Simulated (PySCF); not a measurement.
# One shape, several levels: C2H9B3 (SMILES BC(B)BC)

Aim: a comparison of 6 runs (HF/6-31G, HF/def2-SVP, B3LYP/6-31G*, PBE0/def2-SVP, wB97X/cc-pVDZ, SVWN5/6-311G**) of C2H9B3. Input form: a Python script.

The calculation is run with PySCF 2.14.0.

### 1 The molecule

C2H9B3 has 14 atoms, charge 0, and is taken as a singlet. SMILES: `BC(B)BC`. The coordinates come from a GFN2-xTB relaxation. This is one conformer, not always the lowest.

Bond lengths: B1–C2 1.562 Å, C2–B3 1.561 Å, C2–B4 1.575 Å, B4–C5 1.572 Å, B1–H6 1.169 Å, B1–H7 1.172 Å, C2–H8 1.090 Å, B3–H9 1.171 Å, B3–H10 1.168 Å, B4–H11 1.176 Å, C5–H12 1.085 Å, C5–H13 1.090 Å, C5–H14 1.091 Å. Some angles: B1–C2–B3 105.8°, B1–C2–B4 107.2°, B3–C2–B4 108.0°, C2–B4–C5 125.5°, B1–C2–H8 112.1°, B3–C2–H8 112.0°, B4–C2–H8 111.4°, C2–B1–H6 122.1°, C2–B1–H7 118.7°, C2–B3–H9 118.7°.

### 2 Energy and gradient at HF/6-31G (run 1)

Contents of calc.py:

```python
from pyscf import gto

mol = gto.M(
    atom='''
B       -1.032510      -0.131990       1.384290
C       -0.178930      -0.950880       0.364390
B        1.300100      -0.820770       0.847510
B       -0.301550      -0.230090      -1.031140
C        0.051560       1.275610      -1.314250
H       -0.855910       1.009190       1.565760
H       -1.875460      -0.683100       1.982840
H       -0.498340      -1.991530       0.303910
H        1.890610      -1.794690       1.120800
H        1.832610       0.213600       0.949170
H       -0.707430      -0.878450      -1.924770
H        0.483160       1.810010      -0.474830
H        0.740000       1.360130      -2.155090
H       -0.847910       1.812960      -1.618580
''',
    max_memory=1860,
    verbose=4,
    basis='6-31g',
)

hf = mol.RHF()
hf.conv_tol = 1e-10
hf.kernel()
if not hf.converged:
    hf = hf.newton().run(hf.mo_coeff, hf.mo_occ)

energy = hf.e_tot
print('E(%s) = %.9f' % ('HF', energy))
grad = hf.nuc_grad_method().kernel()
dip = hf.dip_moment()
pop, q = hf.mulliken_pop()
```

Run with:

```sh
$ OMP_NUM_THREADS=1 python calc.py
```

Standard output:

```text
PySCF version 2.14.0

[... 68 lines left out ...]
converged SCF energy = -154.939277826155
[... 12 lines left out ...]
Dipole moment(X, Y, Z, Debye): -0.03462,  0.15153, -0.24350
[... 78 lines left out ...]
charge of   13H =      0.16669
```

Wall time 17 s (1 thread of Intel Xeon at 2.50GHz (Skylake/Cascade Lake), shared host); peak memory 0.13 GiB.

### 3 Energy and forces at HF/def2-SVP (run 2)

Contents of input.xyz:

```xyz
14
C2H9B3
B     -1.032510    -0.131990     1.384290
C     -0.178930    -0.950880     0.364390
B      1.300100    -0.820770     0.847510
B     -0.301550    -0.230090    -1.031140
C      0.051560     1.275610    -1.314250
H     -0.855910     1.009190     1.565760
H     -1.875460    -0.683100     1.982840
H     -0.498340    -1.991530     0.303910
H      1.890610    -1.794690     1.120800
H      1.832610     0.213600     0.949170
H     -0.707430    -0.878450    -1.924770
H      0.483160     1.810010    -0.474830
H      0.740000     1.360130    -2.155090
H     -0.847910     1.812960    -1.618580
```

Contents of calc.py:

```python
from pyscf import gto

mol = gto.Mole()
mol.atom = 'input.xyz'
mol.basis = 'def2-svp'
mol.max_memory = 1860
mol.spin = 0
mol.verbose = 3
mol.build()

myscf = mol.RHF()
myscf.conv_tol = 1e-10
myscf.kernel()
if not myscf.converged:
    myscf = myscf.newton().run(myscf.mo_coeff, myscf.mo_occ)

energy = myscf.e_tot
print(f'total energy: {energy:.8f} hartree')
grad = myscf.nuc_grad_method().kernel()
myscf.analyze()
```

Run with:

```sh
$ OMP_NUM_THREADS=1 python calc.py
```

Standard output:

```text
converged SCF energy = -154.887111847746
[... 24 lines left out ...]
MO #15  energy= -0.490413508157765 occ= 2
[... 19 lines left out ...]
MO #35  energy= 0.394836521574978  occ= 0
[... 19 lines left out ...]
MO #55  energy= 0.926545771142031  occ= 0
[... 19 lines left out ...]
MO #75  energy= 1.66529859902003   occ= 0
[... 19 lines left out ...]
MO #95  energy= 2.35127430932103   occ= 0
[... 19 lines left out ...]
MO #115 energy= 3.40475120891698   occ= 0
[... 15 lines left out ...]
Dipole moment(X, Y, Z, Debye): -0.03868,  0.11759, -0.24590
```

Wall time 36 s (1 thread of Intel Xeon at 2.50GHz (Skylake/Cascade Lake), shared host); peak memory 0.29 GiB.

Runs 3 to 5 aren't shown in full; the table further down has their settings and results.

### 4 Energy and gradient at SVWN5/6-311G(d,p) (run 6)

Contents of input.py:

```python
from pyscf import gto, dft

molecule = gto.M(
    atom='''
B     -1.951161    -0.249425     2.615929
C     -0.338129    -1.796903     0.688597
B      2.456833    -1.551031     1.601562
B     -0.569847    -0.434807    -1.948572
C      0.097434     2.410554    -2.483573
H     -1.617435     1.907093     2.958858
H     -3.544106    -1.290872     3.747025
H     -0.941726    -3.763446     0.574307
H      3.572735    -3.391473     2.118005
H      3.463131     0.403646     1.793671
H     -1.336849    -1.660030    -3.637288
H      0.913040     3.420423    -0.897299
H      1.398397     2.570273    -4.072530
H     -1.602318     3.425998    -3.058673
''',
    basis='6-311g**',
    verbose=4,
    charge=0,
    unit='bohr',
    max_memory=1860,
)

calc0 = dft.RKS(molecule, xc='svwn')
calc0.conv_tol = 1e-10
calc0.grids.level = 5
calc0.kernel()
if not calc0.converged:
    calc0 = calc0.newton().run(calc0.mo_coeff, calc0.mo_occ)

e_tot = calc0.e_tot
print('E = %.10f Eh' % e_tot)
grad = calc0.nuc_grad_method().kernel()
calc0.analyze()
```

Run with:

```sh
$ OMP_NUM_THREADS=1 python input.py
```

Standard output:

```text
PySCF version 2.14.0

[... 122 lines left out ...]
MO #14  energy= -0.31714307605074  occ= 2
[... 25 lines left out ...]
MO #40  energy= 0.284432521183371  occ= 0
[... 25 lines left out ...]
MO #66  energy= 0.846962019488045  occ= 0
[... 25 lines left out ...]
MO #92  energy= 1.66237058745461   occ= 0
[... 25 lines left out ...]
MO #118 energy= 2.40896526847309   occ= 0
[... 25 lines left out ...]
MO #144 energy= 23.8835036553122   occ= 0
[... 161 lines left out ...]
Dipole moment(X, Y, Z, Debye): -0.11900,  0.09546, -0.48925
```

Run time: 2.1 min. Hardware: 1 thread of Intel Xeon at 2.50GHz (Skylake/Cascade Lake), shared host; peak memory 1 GiB.

### 5 All runs side by side

| run | level | Cartesian functions | integration grid | energy (Eh) | dipole moment (D) | HOMO energy (eV) | LUMO energy (eV) | wall time |
| --- | --- | --- | --- | --- | --- | --- | --- | --- |
| 1 | HF/6-31G | no | – | -154.939278 | 0.29 | -11.87 | 2.21 | 17 s |
| 2 | HF/def2-SVP | no | – | -154.887112 | 0.28 | -12.04 | 1.82 | 36 s |
| 3 | B3LYP/6-31G* (Cartesian functions) | yes | 5 | -156.157459 | 0.42 | -8.37 | -1.69 | 90 s |
| 4 | PBE0/def2-SVP | no | 5 | -155.805066 | 0.45 | -8.69 | -1.79 | 1.9 min |
| 5 | wB97X/cc-pVDZ | no | 5 | -156.100463 | 0.39 | -11.07 | 0.52 | 4 min |
| 6 | SVWN5/6-311G** | no | 5 | -154.513279 | 0.51 | -7.42 | -3.11 | 2.1 min |

### 6 Summary of results

```
                       quantity          value
            run 6: total energy  -154.51328 Eh
           run 6: dipole moment         0.51 D
             run 6: HOMO energy       -7.42 eV
             run 6: LUMO energy       -3.11 eV
           run 6: HOMO–LUMO gap        4.31 eV
run 6: largest force on an atom     1.765 eV/Å
```

In words: The dipole moment (its size) runs from 0.28 D (HF/def2-SVP) to 0.51 D (SVWN5/6-311G**). The two ends differ in method and basis. The HOMO–LUMO gap runs from 4.31 eV (SVWN5/6-311G**) to 14.08 eV (HF/6-31G). Totals of different functionals can't be ranked against each other. All runs together took 10 min, the longest 4 min.
